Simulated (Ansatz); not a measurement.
**C₁₁: geometry at several levels**

The task, for C₁₁: geometry at several levels.

Method: the levels named in each step, in Ansatz 0.2.0.

### 1 Starting point

Bond lengths: C1–C2 1.273 Å, C2–C3 1.295 Å, C3–C4 1.266 Å, C4–C5 1.277 Å, C5–C6 1.271 Å, C6–C7 1.271 Å, C7–C8 1.277 Å, C8–C9 1.266 Å, C9–C10 1.295 Å, C10–C11 1.273 Å. Angles: C1–C2–C3 180.0°, C2–C3–C4 180.0°, C3–C4–C5 180.0°, C4–C5–C6 180.0°, C5–C6–C7 180.0°, C6–C7–C8 180.0°, C7–C8–C9 180.0°, C8–C9–C10 180.0°, C9–C10–C11 180.0°.

Coordinates:

```xyz
11

C     0.0000    0.0000   -6.3820
C     0.0000    0.0000   -5.1092
C     0.0000    0.0000   -3.8141
C     0.0000    0.0000   -2.5484
C     0.0000    0.0000   -1.2714
C     0.0000    0.0000   -0.0002
C     0.0000    0.0000    1.2711
C     0.0000    0.0000    2.5484
C     0.0000    0.0000    3.8142
C     0.0000    0.0000    5.1094
C     0.0000    0.0000    6.3823
```

### 2 A rough first relaxation, PBE-D4/def2-SVP

File input.yaml:

```yaml
crystal:
  periodic: [false, false, false]
  atoms:
    - { symbol: C, position_ang: [0.0, 0.0, -6.382] }
    - { symbol: C, position_ang: [0.0, 0.0, -5.10916] }
    - { symbol: C, position_ang: [0.0, 0.0, -3.81411] }
    - { symbol: C, position_ang: [0.0, 0.0, -2.54844] }
    - { symbol: C, position_ang: [0.0, 0.0, -1.27137] }
    - { symbol: C, position_ang: [0.0, 0.0, -0.00021] }
    - { symbol: C, position_ang: [0.0, 0.0, 1.27107] }
    - { symbol: C, position_ang: [0.0, 0.0, 2.54838] }
    - { symbol: C, position_ang: [0.0, 0.0, 3.81418] }
    - { symbol: C, position_ang: [0.0, 0.0, 5.10935] }
    - { symbol: C, position_ang: [0.0, 0.0, 6.38231] }
basis:
  gaussian: { orbitals: def2-SVP }
hamiltonian:
  xc: pbe
  dispersion: d4
relax:
  f_tol: 0.03
  max_steps: 200
```

The run is started by

```console
$ ansatz run input.yaml --threads 4 --pin off --max-ram 10240MiB --backend cpu --events-out ev --progress --plain --runs-dir out
```

After this run come: Relaxation, HF/STO-3G; Relaxation, HF/6-31G*; Relaxation, LDA/def2-SVP; Relaxation, PBE-D4/def2-SVP.

Before running it: what results should come out? Wanted: C1–C2 at PBE-D4/def2-SVP; C2–C3 at PBE-D4/def2-SVP; C3–C4 at PBE-D4/def2-SVP.

The runs gave:

| quantity | value |
| --- | --- |
| C1–C2 at PBE-D4/def2-SVP | 1.305 Å |
| C2–C3 at PBE-D4/def2-SVP | 1.306 Å |
| C3–C4 at PBE-D4/def2-SVP | 1.287 Å |

In words: The C–C distance spreads over 0.035 Å, from HF/6-31G* (shortest) to PBE-D4/def2-SVP.
